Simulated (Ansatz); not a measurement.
# C2H6BBr: the cost of one run

All numbers below are computed with Ansatz 0.2.0 (RKS PBE-D4/def2-SVP).

**1. The system as given**

Bond lengths: C1–B2 1.522 Å, B2–C3 1.561 Å, C3–Br4 2.024 Å, C1–H5 1.141 Å, C1–H6 1.156 Å, C1–H7 1.134 Å, B2–H8 1.160 Å, C3–H9 1.133 Å, C3–H10 1.139 Å. Angles (14 of 15 angles, heavy atoms first): C1–B2–C3 120.1°, B2–C3–Br4 110.6°, C1–B2–H8 120.9°, C3–B2–H8 118.9°, B2–C1–H5 112.6°, B2–C1–H6 112.2°, B2–C1–H7 112.3°, B2–C3–H9 113.9°, B2–C3–H10 111.4°, Br4–C3–H9 107.2°, Br4–C3–H10 107.3°, H5–C1–H6 106.2°, H5–C1–H7 107.5°, H6–C1–H7 105.5°.

Structure file:

```xyz
10

C    -1.0781    0.4241   -0.7580
B    -0.1462   -0.5909   -0.1106
C     0.9622   -0.1166    0.8809
Br    2.7993   -0.5931    0.1778
H    -1.8417   -0.0617   -1.4528
H    -1.6864    1.0187    0.0244
H    -0.5143    1.2025   -1.3604
H    -0.2191   -1.7188   -0.3732
H     0.9572    0.9992    1.0762
H     0.8503   -0.6147    1.8987
```

**2. Relaxing end A**

Contents of input.yaml:

```yaml
crystal:
  periodic: [false, false, false]
  atoms:
    - { symbol: C, position_ang: [-1.0781, 0.4241, -0.758] }
    - { symbol: B, position_ang: [-0.1462, -0.5909, -0.1106] }
    - { symbol: C, position_ang: [0.9622, -0.1166, 0.8809] }
    - { symbol: Br, position_ang: [2.7993, -0.5931, 0.1778] }
    - { symbol: H, position_ang: [-1.8417, -0.0617, -1.4528] }
    - { symbol: H, position_ang: [-1.6864, 1.0187, 0.0244] }
    - { symbol: H, position_ang: [-0.5143, 1.2025, -1.3604] }
    - { symbol: H, position_ang: [-0.2191, -1.7188, -0.3732] }
    - { symbol: H, position_ang: [0.9572, 0.9992, 1.0762] }
    - { symbol: H, position_ang: [0.8503, -0.6147, 1.8987] }
basis:
  gaussian: { orbitals: def2-SVP }
hamiltonian:
  xc: pbe
  dispersion: d4
relax:
  f_tol: 0.02
  max_steps: 50
```

Run with:

```bash
$ ansatz run input.yaml --threads 2 --pin off --max-ram 3072MiB --backend cpu --events-out ev --progress --plain --runs-dir out
```

**Question.** How long does this run take on 2 threads of Intel Xeon Platinum 8488C (Sapphire Rapids), shared host, and how much memory does it need?

About 23 s, with a peak of 0.16 GiB.
